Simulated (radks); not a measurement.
**Exchange and kinetic functionals tested on atomic densities: Re⁺, As, Li²⁺, I²⁺, Ne, Cd⁺**

An exercise on one series of results from a longer session: the logs are not shown, and one member is left open.

Program: radks (a radial shooting solver on a logarithmic mesh, Libxc functionals) version 1. Level of theory: non-relativistic Kohn-Sham, r2SCAN, spin-polarised, spherical densities, point nucleus; open shells are filled with parallel spins first. These are calculated values, not measurements, unless marked.

## Starting point

```
species : Re⁺ ([Xe] 4f14 5d5 6s1), As ([Ar] 3d10 4s2 4p3), Li²⁺ (1s1), I²⁺ ([Kr] 4d10 5s2 5p3), Ne ([Ne]), Cd⁺ ([Kr] 4d10 5s1)
```

Set-up of the first run:

Input:

```text
Z 75
configuration [Xe] 4f14 5d5 6s1
relativity non-relativistic
functional r2scan,r2scan
spin polarised
nucleus point
```

Steps of the session up to this table: Re⁺, [Xe] 4f14 5d5 6s1.

One table of the session follows, with a row left open; its other results are not shown here.

It belongs to the step «Re⁺, [Xe] 4f14 5d5 6s1». Radial moments (bohr):

```
  level     <r>  outermost maximum (interpolated)  90 % within  nodes
5s down   1.133                              1.02         1.63      4
  4f up  0.5655                             0.412        0.924      0
4f down  0.5611                             0.412        0.914      0
  5p up       ?                                 ?            ?      ?
5p down   1.243                              1.10         1.81      3
  5d up   1.783                              1.40         2.77      2
  6s up   3.051                              2.69         4.42      5
5d down   1.769                              1.36         2.79      2
```

Q: Estimate the row for 5p up from the others.

The run gave: <r>: 1.264; outermost maximum (interpolated): 1.11; 90 % within: 1.84; nodes: 3. In the column «<r>» it lies between 5p down (1.243) and 5d down (1.769).
